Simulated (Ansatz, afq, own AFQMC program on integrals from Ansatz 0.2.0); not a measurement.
**H2BrO (doublet): AFQMC on the coupled-cluster ladder at distance Br1–H2 along a hydrogen transfer = 1.526 Å, cc-pVTZ**

How near does AFQMC come to the top of the ladder for H2BrO (doublet)?

Method: cc-pVTZ, frozen cores; program: Ansatz 0.2.0, Gaussian basis, and an in-house AFQMC program (afq) on its integrals; all values are calculated.

The runs, in order: CCSD(T) on UHF; PBE (unrestricted); r2SCAN (unrestricted); PBE0 (unrestricted); B3LYP (unrestricted); wB97M-V (unrestricted); B2PLYP (unrestricted); Phaseless AFQMC, CISD trial on UHF.

**1. The system**

The geometry derives from fragments relaxed apart (PBE0/def2-TZVP) and kept rigid, so it is no stationary point. A hydrogen atom is moved between rigid fragments. No spin-orbit coupling is included. The filled d shell of Br may be among the frozen orbitals whatever the setting's name suggests; the logs give the count.

4 atoms, charge 0, spin multiplicity 2.

Atoms are counted from 1 here; the program's logs count them from 0.

Bond lengths: Br1–H2 1.526 Å, H2–O3 1.253 Å, O3–H4 0.973 Å. Angles: Br1–H2–O3 180.0°, H2–O3–H4 105.0°.

**2. CCSD(T) on UHF**

in.yaml

```yaml
crystal:
  periodic: [false, false, false]
  atoms:
    - {symbol: Br, position_ang: [-1.833965, 0.234988, 0.000000]}
    - {symbol: H, position_ang: [-0.307965, 0.234988, 0.000000]}
    - {symbol: O, position_ang: [0.945035, 0.234988, 0.000000]}
    - {symbol: H, position_ang: [1.196894, -0.704963, 0.000000]}
basis:
  gaussian: {orbitals: cc-pVTZ}
magnetization: {spin_polarized: true, initial_magnetization: 1}
correlation: {method: ccsd_t, electrons: outside_noble_gas, hamiltonian_folder: ham}
```

On the command line:

```console
$ ansatz run in.yaml --threads 1 --pin off --events-out ev --progress --plain --max-ram 16896MiB --backend cuda --devices 0, --max-vram 18GiB
```

The program printed, cut to the lines that bear on the results:

```text
Functional definition: HF
  name "HF"
  cite "Fock, Z. Phys. 61, 126 (1930) doi:10.1007/BF01340294"
  parent pbe
[...]
621 factors; integrals over basis functions are off by at most 1.2e-3 eV
[...]
mean field -72067.74658562 eV, -2648.4408377485 hartree, gradient 1.5e-6 eV, S^2 0.798962; 12 other end points of the search recorded, 0 dependent functions left out
determinant -72067.74658562 eV, -2648.4408377485 hartree, with singles and doubles -72079.46465606 eV, -2648.8714688943 hartree
determinant -72067.68413952 eV, -2648.4385428966 hartree, with singles and doubles -72078.99497557 eV, -2648.8542084548 hartree
determinant -72066.47126948 eV, -2648.3939707446 hartree, with singles and doubles -72078.55435807 eV, -2648.8380160603 hartree
determinant -72066.40708680 eV, -2648.3916120748 hartree, with singles and doubles -72078.43775465 eV, -2648.8337309636 hartree
determinant -72067.74658562 eV, -2648.4408377485 hartree, with singles and doubles -72079.44109556 eV, -2648.8706030619 hartree
determinant -72067.68413952 eV, -2648.4385428966 hartree, with singles and doubles -72078.98982662 eV, -2648.8540192342 hartree
15 core orbitals not correlated: weight in the atoms' cores, before any rotation towards them, 1.000 or more for the frozen orbitals, at most 0.000 for the correlated occupied ones
reference -72067.74658562 eV, -2648.4408377485 hartree; 8, 7 occupied and 78, 79 virtual orbitals, 621 factors
second order -10.82037334 eV of doubles, -0.00000000 eV of singles
cycle   1  -11.69451165 eV  change   -1.7e-6 eV  update   2.0e-6
perturbative correction -0.41441703 eV, -0.0152295449 hartree
Total energy: -72079.85551430 eV, -2648.8858326697 hartree
```

Run time: 12 s. Hardware: 1 × NVIDIA H100 80GB HBM3 with 1 thread of AMD EPYC 7R13 (Zen 3), shared host; peak host memory 1.7 GiB.

From the report: ⟨S²⟩ of the determinant 0.799 (pure doublet: 0.75); correlation -12.1089 eV; T1 0.027; largest double amplitude 0.05.

This run also writes the integrals to the folder ham.

**3. PBE (unrestricted)**

Edit in.yaml of step 2 so:

```diff
@@ -10,2 +10,3 @@
 magnetization: {spin_polarized: true, initial_magnetization: 1}
-correlation: {method: ccsd_t, electrons: outside_noble_gas, hamiltonian_folder: ham}
+hamiltonian: {xc: {name: PBE}}
+output: {orbitals: {seedname: orbitals}}
```

On the command line:

```console
$ ansatz run in.yaml --threads 1 --pin off --events-out ev --progress --plain --max-ram 5632MiB --backend cpu
```

The program printed, cut to the lines that bear on the results:

```text
Functional definition: PBE
  name "PBE"
  cite "Perdew, Burke & Ernzerhof, Phys. Rev. Lett. 77, 3865 (1996) doi:10.1103/PhysRevLett.77.3865"
  parent pbe
[...]
661 factors; their error is unknown
[...]
mean field -72113.28494164 eV, -2650.1143414653 hartree, gradient 7.6e-6 eV, S^2 0.752523; 15 other end points of the search recorded, 0 dependent functions left out
reference -72113.28496832 eV, -2650.1143424456 hartree; 23, 22 occupied and 78, 79 virtual orbitals, 661 factors
Total energy: -72113.28496832 eV, -2650.1143424456 hartree
```

Wall time 23 s (1 thread of AMD EPYC 7R13 (Zen 3), shared host); peak memory 1.7 GiB.

From the report: ⟨S²⟩ of the determinant 0.753 (pure doublet: 0.75).

**4. r2SCAN (unrestricted)**

Edit in.yaml of step 3 so:

```diff
@@ -10,3 +10,2 @@
 magnetization: {spin_polarized: true, initial_magnetization: 1}
-hamiltonian: {xc: {name: PBE}}
-output: {orbitals: {seedname: orbitals}}
+hamiltonian: {xc: {name: r2SCAN}}
```

The command is unchanged.

The program printed, cut to the lines that bear on the results:

```text
Functional definition: r2SCAN
  name "r2SCAN"
  cite "Furness, Kaplan, Ning, Perdew & Sun, J. Phys. Chem. Lett. 11, 8208 (2020) doi:10.1021/acs.jpclett.0c02405"
  cite "Furness, Kaplan, Ning, Perdew & Sun, J. Phys. Chem. Lett. 11, 9248 (2020) doi:10.1021/acs.jpclett.0c03077"
  parent r2scan
[...]
661 factors; their error is unknown
[...]
mean field -72124.51481655 eV, -2650.5270317561 hartree, gradient 7.7e-7 eV, S^2 0.758588; 12 other end points of the search recorded, 0 dependent functions left out
reference -72124.51482450 eV, -2650.5270320483 hartree; 23, 22 occupied and 78, 79 virtual orbitals, 661 factors
Total energy: -72124.51482450 eV, -2650.5270320483 hartree
```

Wall time 29 s (1 thread of AMD EPYC 7R13 (Zen 3), shared host); peak memory 1.9 GiB.

From the report: ⟨S²⟩ of the determinant 0.759 (pure doublet: 0.75).

**5. PBE0 (unrestricted)**

Edit in.yaml of step 4 so:

```diff
@@ -10,2 +10,3 @@
 magnetization: {spin_polarized: true, initial_magnetization: 1}
-hamiltonian: {xc: {name: r2SCAN}}
+hamiltonian: {xc: {name: PBE0}}
+output: {orbitals: {seedname: orbitals}}
```

Launched as before.

The program printed:

```text
Functional definition: PBE0
  name "PBE0"
  cite "Adamo & Barone, J. Chem. Phys. 110, 6158 (1999) doi:10.1063/1.478522"
  cite "Perdew, Burke & Ernzerhof, Phys. Rev. Lett. 77, 3865 (1996) doi:10.1103/PhysRevLett.77.3865"
  parent pbe
  parameter a = 0.25
  parameter kappa = 0.804
  parameter beta = 0.06672455060314922
  exchange = (1 - a)*pbe_x(kappa = kappa, mu = beta*pi^2/3) + a*exact_x
  correlation = pbe_c(beta = beta)
700 factors; their error is unknown
mean field evaluation 1: about -72107.7020 eV, gradient 4.2e1 eV
mean field evaluation 2: about -72070.6481 eV, gradient 9.8e1 eV
mean field evaluation 4: about -72113.7717 eV, gradient 1.7e1 eV
mean field evaluation 8: about -72115.0494 eV, gradient 3.8e-1 eV
mean field evaluation 16: about -72115.2750 eV, gradient 2.8e-4 eV
mean field evaluation 32: about -72115.5365 eV, gradient 8.8e-6 eV
mean field -72115.53648684 eV, -2650.1970842250 hartree, gradient 5.9e-6 eV, S^2 0.760877; 5 other end points of the search recorded, 0 dependent functions left out
reference -72115.53650627 eV, -2650.1970849391 hartree; 23, 22 occupied and 78, 79 virtual orbitals, 700 factors
Total energy: -72115.53650627 eV, -2650.1970849391 hartree
```

It took 11 s on 1 thread of AMD EPYC 7R13 (Zen 3), shared host; peak memory 1.9 GiB.

From the report: ⟨S²⟩ of the determinant 0.761 (pure doublet: 0.75).

**6. B3LYP (unrestricted)**

Edit in.yaml of step 5 so:

```diff
@@ -10,3 +10,2 @@
 magnetization: {spin_polarized: true, initial_magnetization: 1}
-hamiltonian: {xc: {name: PBE0}}
-output: {orbitals: {seedname: orbitals}}
+hamiltonian: {xc: {name: B3LYP}}
```

The command is unchanged.

The program printed, cut to the lines that bear on the results:

```text
Functional definition: B3LYP
  name "B3LYP"
  cite "Stephens, Devlin, Chabalowski & Frisch, J. Phys. Chem. 98, 11623 (1994) doi:10.1021/j100096a001"
  cite "Becke, Phys. Rev. A 38, 3098 (1988) doi:10.1103/PhysRevA.38.3098"
  cite "Lee, Yang & Parr, Phys. Rev. B 37, 785 (1988) doi:10.1103/PhysRevB.37.785"
  cite "Vosko, Wilk & Nusair, Can. J. Phys. 58, 1200 (1980) doi:10.1139/p80-159"
[...]
691 factors; their error is unknown
[...]
mean field -72126.80173364 eV, -2650.6110744093 hartree, gradient 6.8e-6 eV, S^2 0.758427; 5 other end points of the search recorded, 0 dependent functions left out
reference -72126.80191734 eV, -2650.6110811601 hartree; 23, 22 occupied and 78, 79 virtual orbitals, 691 factors
Total energy: -72126.80191734 eV, -2650.6110811601 hartree
```

Wall time 11 s (1 thread of AMD EPYC 7R13 (Zen 3), shared host); peak memory 1.9 GiB.

From the report: ⟨S²⟩ of the determinant 0.758 (pure doublet: 0.75).

**7. wB97M-V (unrestricted)**

Edit in.yaml of step 6 so:

```diff
@@ -10,2 +10,3 @@
 magnetization: {spin_polarized: true, initial_magnetization: 1}
-hamiltonian: {xc: {name: B3LYP}}
+hamiltonian: {xc: {name: wB97M-V}}
+output: {orbitals: {seedname: orbitals}}
```

Launched as before.

The program printed, cut to the lines that bear on the results:

```text
Functional definition: wB97M-V
  name "wB97M-V"
  cite "Mardirossian & Head-Gordon, J. Chem. Phys. 144, 214110 (2016) doi:10.1063/1.4952647"
  cite "Becke, J. Chem. Phys. 107, 8554 (1997) doi:10.1063/1.475007"
  cite "Vydrov & Van Voorhis, J. Chem. Phys. 133, 244103 (2010) doi:10.1063/1.3521275"
  # Of w^i u^j: cxij and so on, Table III.
[...]
  gx(w, u) = 1 - cx + cx01*u + cx10*w
  gss(w, u) = css00 + css04*u^4 + css10*w + css20*w^2 + css43*w^4*u^3
  gos(w, u) = cos00 + cos10*w + (cos20 + cos21*u)*w^2 + (cos60 + cos61*u)*w^6
[...]
      + integral(e_c_pw_mod_opposite_spin*gos(b97_w_opposite, b97_u_opposite)) + vv10(b, c)
683 factors; their error is unknown
120 factors; integrals over basis functions are off by at most 4.2e-5 eV
[...]
mean field -72120.97261138 eV, -2650.3968581173 hartree, gradient 1.3e-5 eV, S^2 0.761672; 5 other end points of the search recorded, 0 dependent functions left out
reference -72120.97264103 eV, -2650.3968592070 hartree; 23, 22 occupied and 78, 79 virtual orbitals, 683 factors
Total energy: -72120.97264103 eV, -2650.3968592070 hartree
```

It took 32 s on 1 thread of AMD EPYC 7R13 (Zen 3), shared host; peak memory 1.9 GiB.

From the report: ⟨S²⟩ of the determinant 0.762 (pure doublet: 0.75).

**8. B2PLYP (unrestricted)**

Edit in.yaml of step 7 so:

```diff
@@ -10,3 +10,3 @@
 magnetization: {spin_polarized: true, initial_magnetization: 1}
-hamiltonian: {xc: {name: wB97M-V}}
-output: {orbitals: {seedname: orbitals}}
+hamiltonian: {xc: {name: B2PLYP}}
+correlation: {electrons: outside_noble_gas}
```

The command is unchanged.

The program printed, cut to the lines that bear on the results:

```text
Functional definition: B2PLYP
  name "B2PLYP"
  cite "Grimme, J. Chem. Phys. 124, 034108 (2006) doi:10.1063/1.2148954"
  cite "Becke, Phys. Rev. A 38, 3098 (1988) doi:10.1103/PhysRevA.38.3098"
  cite "Lee, Yang & Parr, Phys. Rev. B 37, 785 (1988) doi:10.1103/PhysRevB.37.785"
[...]
621 factors; integrals over basis functions are off by at most 1.2e-3 eV
[...]
mean field -72109.43707422 eV, -2649.9729349457 hartree, gradient 1.6e-6 eV, S^2 0.773047; 8 other end points of the search recorded, 0 dependent functions left out
15 core orbitals not correlated: weight in the atoms' cores, before any rotation towards them, 1.000 or more for the frozen orbitals, at most 0.000 for the correlated occupied ones
reference -72109.43718920 eV, -2649.9729391709 hartree; 8, 7 occupied and 78, 79 virtual orbitals, 621 factors
second order -13.30451339 eV of doubles, -0.00000000 eV of singles
Total energy: -72113.02940781 eV, -2650.1049507701 hartree
```

Run time: 16 s. Hardware: 1 thread of AMD EPYC 7R13 (Zen 3), shared host; peak memory 1.9 GiB.

From the report: ⟨S²⟩ of the determinant 0.773 (pure doublet: 0.75).

**9. Phaseless AFQMC, CISD trial on UHF**

It reads the integrals that the CCSD(T) run on this determinant wrote.

On the command line:

```console
$ afq ham --method phaseless --trial cisd --walkers 1400 --populations 20 --least-time 60 --time-step 0.005 --steps-per-block 50 --equilibration-blocks 28 --max-blocks 4000 --target-error 0.00023 --factor-cut 1e-05 --start spin_pure --seed 4507 --release-times 0.24,0.51,0.99,1.5 --release-step 0.03 --release-every 4 --taylor-order 6
```

The program printed:

```text
orbitals 86  electrons 8 7  factors 560 of 621
reference energy -2648.44083775 Eh
CCSD correlation -0.42976557 Eh in 17 cycles, weight of the determinant in the CISD state 0.8528
energy of the start -2648.867382 Eh
 block  time / (1/Eh)  mean weight  energy / Eh
     1     0.250  0.9996  -2648.864457
     2     0.500  0.9993  -2648.871372
     3     0.750  0.9990  -2648.876580
     4     1.000  1.0003  -2648.879296
     5     1.250  1.0005  -2648.881206
     6     1.500  1.0005  -2648.884090
     7     1.750  1.0004  -2648.886538
     8     2.000  1.0002  -2648.887346
     9     2.250  1.0008  -2648.887426
    10     2.500  0.9991  -2648.886749
    13     3.250  0.9997  -2648.886400
    16     4.000  1.0001  -2648.888052
    19     4.750  0.9994  -2648.888211
    22     5.500  1.0002  -2648.886998
    25     6.250  1.0002  -2648.886372
    28     7.000  1.0004  -2648.889129
    31     7.750  0.9999  -2648.888996
    34     8.500  1.0009  -2648.887999
    37     9.250  1.0005  -2648.888853
    40    10.000  1.0001  -2648.886102
    43    10.750  0.9988  -2648.885889
    46    11.500  1.0010  -2648.886387
    49    12.250  1.0004  -2648.886485
    52    13.000  0.9992  -2648.888468
    55    13.750  0.9995  -2648.888202
    58    14.500  1.0000  -2648.888474
    61    15.250  0.9993  -2648.885171
    64    16.000  0.9999  -2648.888552
    67    16.750  0.9998  -2648.885785
    70    17.500  1.0008  -2648.887001
    73    18.250  0.9998  -2648.886043
    76    19.000  1.0002  -2648.885511
    79    19.750  1.0006  -2648.888330
    82    20.500  0.9998  -2648.886839
    85    21.250  1.0003  -2648.888449
    88    22.000  1.0008  -2648.884565
    91    22.750  1.0002  -2648.886014
    94    23.500  1.0002  -2648.887223
    97    24.250  1.0004  -2648.887222
   100    25.000  0.9998  -2648.886621
   103    25.750  0.9994  -2648.886921
   106    26.500  1.0002  -2648.883562
   109    27.250  0.9998  -2648.887195
   112    28.000  1.0002  -2648.888127
   115    28.750  0.9988  -2648.887563
   118    29.500  0.9982  -2648.884979
   121    30.250  0.9994  -2648.887731
   124    31.000  0.9993  -2648.887084
   127    31.750  1.0005  -2648.886936
   130    32.500  0.9994  -2648.886808
   133    33.250  1.0009  -2648.887854
   136    34.000  0.9998  -2648.886079
   139    34.750  0.9989  -2648.886032
   142    35.500  0.9987  -2648.886016
   145    36.250  0.9999  -2648.872425
   148    37.000  1.0003  -2648.886627
   151    37.750  1.0001  -2648.885696
   154    38.500  1.0011  -2648.887492
   157    39.250  1.0004  -2648.884286
error from the spread of 20 populations
released: time / (1/Eh)  energy / Eh  error  mean overlap
  0.24  -2648.887069  0.000187  0.9938
  0.51  -2648.887311  0.000283  0.9883
  0.99  -2648.887718  0.000271  0.9759
  1.50  -2648.887327  0.000328  0.9751
energy -2648.886583 +/- 0.000229 Eh
```

Run time: 2 min. Hardware: 1 × NVIDIA H100 80GB HBM3 with 2 threads of AMD EPYC 7R13 (Zen 3), shared host; peak host memory 1.9 GiB.

Energy -72079.8759 ± 0.0062 eV. Caveats: constraint bias not in the error.

**10. All levels side by side**

On the UHF determinant, counted from CCSD(T) (a yardstick, not exact):

```tsv
level	energy (eV)	from CCSD(T) (meV)	statistical error (meV)	time
HF	-72067.7466	+12108.9		
MP2	-72078.5670	+1288.6		
CCSD	-72079.4411	+414.4		
CCSD(T)	-72079.8555	0.0		
Phaseless AFQMC, CISD trial, step 0.005, 1400 walkers	-72079.8759	-20.4	6.2	2 min
```

The functionals' totals stand on their own zeros and serve differences with other points: PBE -72113.285 eV; r2SCAN -72124.515 eV; PBE0 -72115.537 eV; B3LYP -72126.802 eV; wB97M-V -72120.973 eV; B2PLYP -72113.029 eV.

**11. Outcome**

```
                                       quantity            value
Phaseless AFQMC, CISD trial on UHF from CCSD(T)  -20.4 ± 6.2 meV
```

**Reading.** On UHF the phaseless walk with the CISD trial lies -20.4 meV from CCSD(T), 3 times its error bar. Error bars are statistical and leave out the constraint, the time step and what remains of the start.
